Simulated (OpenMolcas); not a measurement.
# AlH2O2F (SMILES [OH][Al]([OH])[F]): levels of theory compared

Wanted: a comparison of 6 runs (HF/STO-3G, PBE0/def2-SVP, r2SCAN/6-31G**, OPBE/aug-cc-pVDZ, MP2/def2-SVPD) of AlH2O2F. 

The results are computed with OpenMolcas 26.06.

6 further runs of the same task are left out: 1 that didn't finish, 5 set aside as unsound or not needed.

### 1 The molecule

AlH2O2F: 6 atoms, total charge 0, spin state singlet. SMILES: `[OH][Al]([OH])[F]`. The shape is that of a PBE0-D4/def2-TZVP optimisation. This is one conformer, not always the lowest.

Bond lengths: O1–Al2 1.680 Å, Al2–O3 1.680 Å, Al2–F4 1.647 Å, O1–H5 0.955 Å, O3–H6 0.955 Å. Angles: O1–Al2–O3 118.5°, O1–Al2–F4 120.7°, O3–Al2–F4 120.7°, Al2–O1–H5 122.9°, Al2–O3–H6 122.9°.

### 2 Energy and gradient at HF/STO-3G (run 1)

mol.inp reads:

```
&GATEWAY
 BasLib=$CurrDir
 Coord
 6
 bohr
 O     -1.08205718     2.50880040    -1.28274609
 Al    -0.08598254    -0.27495515    -0.12755651
 O      1.99933024    -0.26380577     2.26578162
 F     -1.13100109    -2.95628755    -1.31506041
 H     -2.26445882     2.64089226    -2.64013637
 H      2.64391582    -1.77558667     3.01222344
 Basis=STO-3G
 Group=NoSym

&SEWARD

&SCF
 Thresholds=1e-10 1e-07 1e-07 1e-05
 PrOrbitals=1 1

&ALASKA
```

The basis set STO-3G is read from a file made from the Basis Set Exchange's data (not shown).

Command:

```console
$ export MOLCAS_MEM=1860
$ pymolcas mol.inp > mol.log
```

Output:

```text
--- Start Module: gateway ---
[...]
--- Stop Module: gateway /rc=_RC_ALL_IS_WELL_ ---
[...]
      Basis functions           26
[...]
--- Start Module: scf ---
[...]
       Convergence after  11 Iterations
[...]
::    Total SCF energy                               -485.9969830506
[...]
      Total spin, S                                     0.0000000000
[...]
      Total electronic charge=   40.000000
      Total            charge=   -0.000000
[...]
      Dipole Moment (debye):
      Origin of the operator (angstrom)=   -0.0579   -0.1773   -0.0816
                   X= -4.3791E-01               Y= -1.1233E+00               Z= -4.9799E-01           Total=  1.3045E+00
      Quadrupole Moment (debye*angstrom):
[...]
--- Stop Module: scf /rc=_RC_ALL_IS_WELL_ ---
--- Start Module: alaska ---
[...]
 *              Molecular gradients               *
 **************************************************
  Irreducible representation: a
 ------------------------------------------------------------------------------------------
                              X                       Y                       Z
 ------------------------------------------------------------------------------------------
  O1               -3.51014507306728E-02    5.95046878685856E-03   -4.03040635677687E-02
  AL2               6.88535870283336E-03    1.77371646048614E-02    7.81263481383920E-03
  O3                2.03223451507561E-02   -4.38938986504138E-02    2.35190304741248E-02
  F4               -1.01466967627157E-02   -2.60352646592672E-02   -1.15278223306570E-02
  H5                2.02889471955618E-02    1.29837999739395E-02    2.32259752816972E-02
  H6               -2.24850355577599E-03    3.32577299440286E-02   -2.72575467127223E-03
 ------------------------------------------------------------------------------------------
--- Stop Module: alaska /rc=_RC_ALL_IS_WELL_ ---
[...]
```

Run time: 1.7 s. Hardware: 1 thread of Arm Neoverse V2, shared host; peak memory 0.37 GiB.

### 3 Energy and gradient at PBE0/def2-SVP (run 2)

test.inp reads:

```
&GATEWAY
BasLib = $CurrDir
Coord
6
angstrom
O       -0.572600       1.327600      -0.678800
Al      -0.045500      -0.145500      -0.067500
O        1.058000      -0.139600       1.199000
F       -0.598500      -1.564400      -0.695900
H       -1.198300       1.397500      -1.397100
H        1.399100      -0.939600       1.594000
Basis = def2-SVP
Group = NoSym
&SEWARD
GridInput
Grid=UltraFine
End of Grid
&SCF
KSDFT = PBE0
Thresholds = 1e-10 1e-07 1e-07 1e-05
PrOrbitals = 0
&ALASKA
```

The basis set def2-SVP is read from a file made from the Basis Set Exchange's data (not shown).

Command:

```console
$ export MOLCAS_MEM=1860
$ pymolcas test.inp > test.log
```

Output:

```text
--- Start Module: gateway ---
[...]
--- Stop Module: gateway /rc=_RC_ALL_IS_WELL_ ---
[...]
      Basis functions           70
[...]
--- Start Module: scf ---
[...]
       Convergence after  12 Iterations
[...]
::    Total KS-DFT energy                            -493.4593955440
[...]
      Total spin, S                                     0.0000000000
[...]
      Total electronic charge=   40.000000
      Total            charge=   -0.000000
[...]
      Dipole Moment (debye):
      Origin of the operator (angstrom)=   -0.0579   -0.1773   -0.0816
                   X= -2.9916E-01               Y= -7.6727E-01               Z= -3.4022E-01           Total=  8.9104E-01
      Quadrupole Moment (debye*angstrom):
[...]
--- Stop Module: scf /rc=_RC_ALL_IS_WELL_ ---
[...]
--- Start Module: alaska ---
[...]
 *              Molecular gradients               *
 **************************************************
  Irreducible representation: a
 ------------------------------------------------------------------------------------------
                              X                       Y                       Z
 ------------------------------------------------------------------------------------------
  O1                2.32044229133477E-04   -2.90173024707308E-03    2.80838428468044E-04
  AL2              -1.60589966210141E-03   -4.05352525535932E-03   -1.83228184110522E-03
  O3               -1.76951932324698E-03   -1.07401540551599E-03   -2.02380378964939E-03
  F4                2.91831364933692E-03    7.48804933219915E-03    3.31870373414667E-03
  H5                2.03361755936493E-03   -1.45505523606371E-03    2.34068289975120E-03
  H6               -1.80855645246325E-03    1.99627681173009E-03   -2.08413943157160E-03
 ------------------------------------------------------------------------------------------
--- Stop Module: alaska /rc=_RC_ALL_IS_WELL_ ---
[...]
```

Run time: 13 s. Hardware: 1 thread of Arm Neoverse V2, shared host; peak memory 0.41 GiB.

### 4 Energy and gradient at r2SCAN/6-31G(d,p) (spherical functions) (run 3)

geom.xyz reads:

```xyz
6

O     -0.572600     1.327600    -0.678800
Al    -0.045500    -0.145500    -0.067500
O      1.058000    -0.139600     1.199000
F     -0.598500    -1.564400    -0.695900
H     -1.198300     1.397500    -1.397100
H      1.399100    -0.939600     1.594000
```

test.inp reads:

```
&GATEWAY
  BasLib = $CurrDir
  Coord = geom.xyz
  Basis = 6-31Gss
  Group = NoSym

&SEWARD
  GridInput
  Grid=UltraFine
  End of Grid

&SCF
  KSDFT = 2
  1.0 MGGA_X_R2SCAN
  1.0 MGGA_C_R2SCAN
  Thresholds = 1e-10 1e-07 1e-07 1e-05
  PrOrbitals = 1 2

&ALASKA
```

The basis set 6-31G** is read from a file made from the Basis Set Exchange's data (not shown).

Command:

```console
$ export MOLCAS_MEM=1860
$ pymolcas test.inp > test.log
```

Output:

```text
--- Start Module: gateway ---
[...]
--- Stop Module: gateway /rc=_RC_ALL_IS_WELL_ ---
[...]
      Basis functions           70
[...]
--- Start Module: scf ---
[...]
       Convergence after  13 Iterations
[...]
::    Total KS-DFT energy                            -493.9412036049
[...]
      Total spin, S                                     0.0000000000
[...]
      Total electronic charge=   40.000000
      Total            charge=   -0.000000
[...]
      Dipole Moment (debye):
      Origin of the operator (angstrom)=   -0.0579   -0.1773   -0.0816
                   X= -3.3773E-01               Y= -8.6622E-01               Z= -3.8402E-01           Total=  1.0059E+00
      Quadrupole Moment (debye*angstrom):
[...]
--- Stop Module: scf /rc=_RC_ALL_IS_WELL_ ---
[...]
--- Start Module: alaska ---
[...]
 *              Molecular gradients               *
 **************************************************
  Irreducible representation: a
 ------------------------------------------------------------------------------------------
                              X                       Y                       Z
 ------------------------------------------------------------------------------------------
  O1                1.78519514180797E-04   -7.40986356983342E-03    2.38954894194787E-04
  AL2               1.33533350177618E-03    3.49394771684403E-03    1.51058234373555E-03
  O3               -4.34478465168731E-03   -3.31262685804745E-03   -4.96987421339234E-03
  F4                1.76006069791157E-03    4.51654706823135E-03    2.00245086624484E-03
  H5                2.01904211594339E-03    2.39001356725499E-05    2.31751718588313E-03
  H6               -9.48171178069224E-04    2.68809550714000E-03   -1.09963107667843E-03
 ------------------------------------------------------------------------------------------
--- Stop Module: alaska /rc=_RC_ALL_IS_WELL_ ---
[...]
```

Wall time 19 s (1 thread of Arm Neoverse V2, shared host); peak memory 0.41 GiB.

Runs 4 to 5 aren't shown in full; the table further down has their settings and results.

### 5 The energy at MP2/def2-SVPD (run 6)

job.inp reads:

```
>>> EXPORT MOLCAS_PRINT=2

&GATEWAY
 BASLIB=$CurrDir
 COORD
 6
 angstrom
 O       -0.572600       1.327600      -0.678800
 Al      -0.045500      -0.145500      -0.067500
 O        1.058000      -0.139600       1.199000
 F       -0.598500      -1.564400      -0.695900
 H       -1.198300       1.397500      -1.397100
 H        1.399100      -0.939600       1.594000
 BASIS=def2-SVPD
 GROUP=NoSym

&SEWARD

&SCF
 THRESHOLDS=1e-10 1e-07 1e-07 1e-05
 PRORBITALS=1 1

&MBPT2
 FROZEN=8
```

The basis set def2-SVPD is read from a file made from the Basis Set Exchange's data (not shown).

Command:

```console
$ export MOLCAS_MEM=1860
$ pymolcas job.inp > job.log
```

Output:

```text
--- Start Module: gateway ---
[...]
--- Stop Module: gateway /rc=_RC_ALL_IS_WELL_ ---
[...]
      Basis functions          109
[...]
--- Start Module: scf ---
[...]
       Convergence after  14 Iterations
[...]
::    Total SCF energy                               -492.1907556641
[...]
      Total spin, S                                     0.0000000000
[...]
      Total electronic charge=   40.000000
      Total            charge=   -0.000000
[...]
      Dipole Moment (debye):
      Origin of the operator (angstrom)=   -0.0579   -0.1773   -0.0816
                   X= -3.1751E-01               Y= -8.1435E-01               Z= -3.6114E-01           Total=  9.4573E-01
      Quadrupole Moment (debye*angstrom):
[...]
--- Stop Module: scf /rc=_RC_ALL_IS_WELL_ ---
[...]
--- Start Module: mbpt2 ---
[...]
WARNING!
Default frozen orbitals as non valence orbitals is overwritten by user input.
Default values:   5
[...]
       Reference weight ( Cref**2 )         =        0.85196
::    Total MBPT2 energy                             -492.8476685362
[...]
      Total MBPT2 calculations                           0.48      0.53
--- Stop Module: mbpt2 /rc=_RC_ALL_IS_WELL_ ---
[...]
```

It took 12 s on 1 thread of Arm Neoverse V2, shared host; peak memory 0.64 GiB.

### 6 The series

| run | level | integration grid | integral approximation | energy (Eh) | dipole moment (D) of the reference | HOMO energy (eV) | LUMO energy (eV) | wall time |
| --- | --- | --- | --- | --- | --- | --- | --- | --- |
| 1 | HF/STO-3G | – | none | -485.996983 | 1.30 | -8.84 | 10.65 | 1.7 s |
| 2 | PBE0/def2-SVP | UltraFine | none | -493.459396 | 0.89 | -8.97 | -0.47 | 13 s |
| 3 | r2SCAN/6-31G** (spherical functions) | UltraFine | none | -493.941204 | 1.01 | -7.54 | -0.77 | 19 s |
| 4 | OPBE/aug-cc-pVDZ (RICD fitting, C-PCM benzene) | – | RICD | -493.974410 | 0.83 | -7.25 | -1.29 | 14 s |
| 5 | OPBE/aug-cc-pVDZ (RICD fitting, PCM benzene) | – | RICD | -493.967346 | 0.74 | -7.35 | -1.40 | 10 s |
| 6 | MP2/def2-SVPD | – | none | -492.847669 | 0.95 | -13.87 | 0.95 | 12 s |

### 7 Results

```
                                          quantity          value
                               run 6: total energy  -492.84767 Eh
         run 6: dipole moment (mean-field density)         0.95 D
        run 6: HOMO energy (Hartree–Fock orbitals)      -13.87 eV
        run 6: LUMO energy (Hartree–Fock orbitals)        0.95 eV
      run 6: HOMO–LUMO gap (Hartree–Fock orbitals)       14.82 eV
run 6: correlation energy (8 core orbitals frozen)     -656.9 mEh
```

In words: Over runs 1, 2, 3, 4, 5 the dipole moment (its size) runs from 0.74 D (OPBE/aug-cc-pVDZ) to 1.30 D (HF/STO-3G). The two ends differ in method and basis and solvent. Over runs 1, 2, 3, 4, 5 the HOMO–LUMO gap runs from 5.95 eV (OPBE/aug-cc-pVDZ) to 19.50 eV (HF/STO-3G). Totals of different functionals can't be ranked against each other. In run 1 the basis is minimal, so the values are rough. All runs together took 68 s, the longest 19 s.
